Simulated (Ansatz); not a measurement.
**Cl₂FHNSi radical: a ladder of functionals and wavefunction methods**

Aim: compute Cl₂FHNSi radical with functionals from several rungs and with coupled cluster. The yardstick is the atomisation energy at the CCSD(T) limit.

Program: Ansatz 0.2.0, Gaussian basis. Level of theory: functionals in def2-TZVPP, the program's frozen cores in correlated methods. These are calculated values, not measurements.

Levels to be run: LDA (SPW92), PBE-D4, revPBE-D4, BLYP-D4, r2SCAN-D4, B97M-V, PBE0-D4, B3LYP-D4, r2SCANh-D4, r2SCAN0-D4, HSE06-D4, BHLYP-D4, CAM-B3LYP-D4, LC-ωPBE, ωB97X-V, ωB97M-V, B2PLYP, PBE-QIDH; CCSD(T)/def2-SVP; CCSD(T)/def2-TZVPP; MP2/def2-QZVPP; extrapolation to the limit; RPA on PBE.

## 1. The geometry

An earlier PBE0-D4 in a triple-zeta def2 set relaxation fixed the geometry.

SMILES `[NH][Si](F)(Cl)Cl`, 6 atoms, charge 0, spin multiplicity 2.

Atoms are counted from 1 here; the program's logs count them from 0.

Bond lengths: N1–Si2 1.723 Å, N1–H6 1.022 Å, Si2–F3 1.584 Å, Si2–Cl4 2.019 Å, Si2–Cl5 2.020 Å. Angles: Si2–N1–H6 115.7°, N1–Si2–F3 114.8°, N1–Si2–Cl4 107.8°, N1–Si2–Cl5 107.5°, F3–Si2–Cl4 107.6°, F3–Si2–Cl5 107.7°, Cl4–Si2–Cl5 111.7°.

As a file:

```xyz
6
Cl2FHNSi
N    -0.41544    0.45323    1.23421
Si    0.03061   -0.08464   -0.34067
F     1.32149   -1.00109   -0.38833
Cl   -1.50787   -1.16059   -1.08308
Cl    0.40182    1.55537   -1.45933
H     0.21140    0.17373    1.99111
```

## 2. LDA

This LDA is Slater exchange with PW92 correlation.

in.yaml reads:

```yaml
crystal:
  periodic: [false, false, false]
  atoms:
    - {symbol: N, position_ang: [-0.415441, 0.453227, 1.234210]}
    - {symbol: Si, position_ang: [0.030607, -0.084640, -0.340673]}
    - {symbol: F, position_ang: [1.321491, -1.001094, -0.388335]}
    - {symbol: Cl, position_ang: [-1.507871, -1.160593, -1.083084]}
    - {symbol: Cl, position_ang: [0.401819, 1.555370, -1.459331]}
    - {symbol: H, position_ang: [0.211397, 0.173730, 1.991113]}
basis:
  gaussian: {orbitals: def2-TZVPP}
magnetization: {spin_polarized: true, initial_magnetization: 1}
hamiltonian: {xc: lda}
output: {orbitals: {seedname: orbitals}}
```

The runs that follow: PBE-D4 (GGA); revPBE-D4 (GGA); BLYP-D4 (GGA); r2SCAN-D4 (meta-GGA); B97M-V (meta-GGA); PBE0-D4 (hybrid); B3LYP-D4 (hybrid); r2SCANh-D4 (hybrid); r2SCAN0-D4 (hybrid); HSE06-D4 (hybrid); BHLYP-D4 (hybrid); CAM-B3LYP-D4 (range-separated); LC-ωPBE-D4 (range-separated); ωB97X-V (range-separated); ωB97M-V (range-separated); B2PLYP (double hybrid); PBE-QIDH (double hybrid); CCSD(T) in def2-SVP; CCSD(T) in def2-TZVPP; MP2 in def2-QZVPP; RPA on PBE orbitals.

Q: Predict the results of all the runs planned. Wanted: atomisation energy, CCSD(T)/CBS; farthest beyond LDA; mean size of error, GGA; mean size of error, meta-GGA; mean size of error, hybrid; mean size of error, range-separated; mean size of error, double hybrid; gap, smallest and largest; T1 diagnostic.

The runs gave:

| quantity | value |
| --- | --- |
| atomisation energy, CCSD(T)/CBS | 2076.7 kJ/mol |
| functionals within 10.4 kJ/mol (0.5 %) | BLYP-D4, PBE0-D4, r2SCANh-D4, HSE06-D4, CAM-B3LYP-D4 |
| farthest beyond LDA | BHLYP-D4 (-89.0 kJ/mol) |
| mean size of error, GGA | 23.3 kJ/mol |
| mean size of error, meta-GGA | 25.8 kJ/mol |
| mean size of error, hybrid | 24.5 kJ/mol |
| mean size of error, range-separated | 12.2 kJ/mol |
| mean size of error, double hybrid | 29.6 kJ/mol |
| gap, smallest and largest | 1.12 eV (LDA (SPW92)), 10.33 eV (LC-ωPBE) |
| T1 diagnostic | 0.0116 |
| triples share of the correlation energy | 3.7 % |

What this shows: LDA overbinds by 332.2 kJ/mol (16 %). PBE-D4 is off by +53.0 kJ/mol. Double hybrids carry the basis error of their MP2 part in triple zeta, and no dispersion term here, so their miss is partly the set-up's. By mean error the best rung here is range-separated (12.2 kJ/mol) and the worst beyond LDA is double hybrid (29.6 kJ/mol). The reference freezes the cores and leaves out relativity and excitations past (T), so misses under about 10.4 kJ/mol can't be ranked. Hartree-Fock recovers 70 % of the binding; the rest is correlation. CCSD(T) in def2-SVP is off by -243.0 kJ/mol, more than most functionals: a good method in a small basis is no reference. Orbital gaps span 1.1 to 10.3 eV; exact exchange widens them.
